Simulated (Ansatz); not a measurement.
# CsTeO3: the cost of one run

Computed with Ansatz 0.2.0 (DFT PBEsol, scalar-relativistic, plane waves, PAW, unless a step's input says otherwise).

1 further run of the same task is left out (set aside as unsound or not needed).

## Step 1: The system as given

It takes space group R3m (No. 160, trigonal). The conventional cell has a = 6.295 Å, b = 6.295 Å, c = 10.467 Å, α = 90.00°, β = 90.00°, γ = 120.00°. Around Cs (site symmetry 3m) lie 9 O at 3.26 to 3.49 Å. S (site symmetry 3m) has 3 O at 1.50 Å as nearest neighbours. Around O (site symmetry m) lie 1 S at 1.50 Å.

As a file:

```cif
data_structure
_symmetry_space_group_name_H-M 'R3m:H'
_symmetry_Int_Tables_number 160
_cell_length_a 6.2954
_cell_length_b 6.2954
_cell_length_c 10.4671
_cell_angle_alpha 90.000
_cell_angle_beta 90.000
_cell_angle_gamma 120.000
_cell_volume 359.26
loop_
_atom_site_label
_atom_site_type_symbol
_atom_site_symmetry_multiplicity
_atom_site_Wyckoff_symbol
_atom_site_fract_x
_atom_site_fract_y
_atom_site_fract_z
_atom_site_occupancy
Cs1 Cs 3 a 0.33333 0.66667 0.66303 1
S1 S 3 a 0.33333 0.66667 0.10901 1
O1 O 9 b 0.46563 0.93127 0.07070 1
```

The structure comes from the Materials Project (structure only).

## Step 2: One element swapped, cell strained: S → Te, first probe

Against the listed cell: Te takes all sites of S, and lengths are scaled by 1.036 as a first guess of the size; strain xx, yy, zz, yz, xz, xy = -1.6, -1.6, -1.6, +0.0, +0.0, +0.0 %.

input.yaml

```yaml
crystal:
  lattice:
    - [3.2108070052, 1.8537602887, 3.5589697121]
    - [-3.2108070052, 1.8537602887, 3.5589697121]
    - [0.0, -3.7075205775, 3.5589697121]
  atoms:
    - { symbol: Cs, position: [0.996367, 0.996367, 0.996367] }
    - { symbol: Te, position: [0.442344, 0.442344, 0.442344] }
    - { symbol: O, position: [0.536329, 0.536329, 0.13943] }
    - { symbol: O, position: [0.13943, 0.536329, 0.536329] }
    - { symbol: O, position: [0.536329, 0.13943, 0.536329] }
basis:
  ecutwfc: 420
kpoints:
  mp_grid: { grid: [6, 6, 6] }
hamiltonian:
  xc: pbesol
scf:
  occupations: { method: gaussian, width: 0.1 }
output:
  forces: true
  stress: true
  eigenvalues: true
```

On the command line:

```
$ ansatz run input.yaml --threads 1 --pin off --max-ram 1331MiB --backend cpu --events-out ev --progress --plain --runs-dir out
```

Q: Estimate wall time and peak memory on 1 thread of an Arm CPU, shared host.

About 15 s, with a peak of 0.39 GiB.
